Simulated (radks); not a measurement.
# Ar⁺ in [Ne] 3s1.75 3p5.25: an all-electron calculation

What are the levels of the argon ion Ar+, how large are its shells, and how does its energy divide?

Program: radks (a radial shooting solver on a logarithmic mesh, Libxc functionals) version 1. Level of theory: Dirac Kohn-Sham, SOGGA, spin-unpolarised, spherical densities, finite nucleus; open shells fill j = l - 1/2 first. These are calculated values, not measurements, unless marked.

### 1 The atom as given

```
element            : argon (Z = 18)
charge             : +1
electrons          : 17
configuration      : [Ne] 3s1.75 3p5.25
nuclear rms radius : 3.4274 fm
```

### 2 Self-consistent calculation

Input:

```text
Z 18
configuration [Ne] 3s1.75 3p5.25 4s0 3d0
relativity Dirac
functional sogga,pbe
spin unpolarised
j_filling energy
nucleus finite rms 3.4274 fm
c 137.035999084
```

What does the calculation give?

As calculated:

```
                        quantity                   value
                    total energy      -527.64470 hartree
exchange-correlation share of it                  5.59 %
                            −T/E                  1.0061
          highest occupied level       3p3/2, -22.045 eV
    most extended occupied level  3p3/2, <r> = 1.55 bohr
 radius at density 0.001 e/bohr³               3.44 bohr
    maxima of the radial density                       3
```

**Reading.** 3 principal shells are occupied and 3 maxima appear in the radial density. Relativity lifts −T/E to 1.006. This is not the tabulated ground configuration, so its levels and sizes aren't those of the ground state, and no measured value stands beside it.
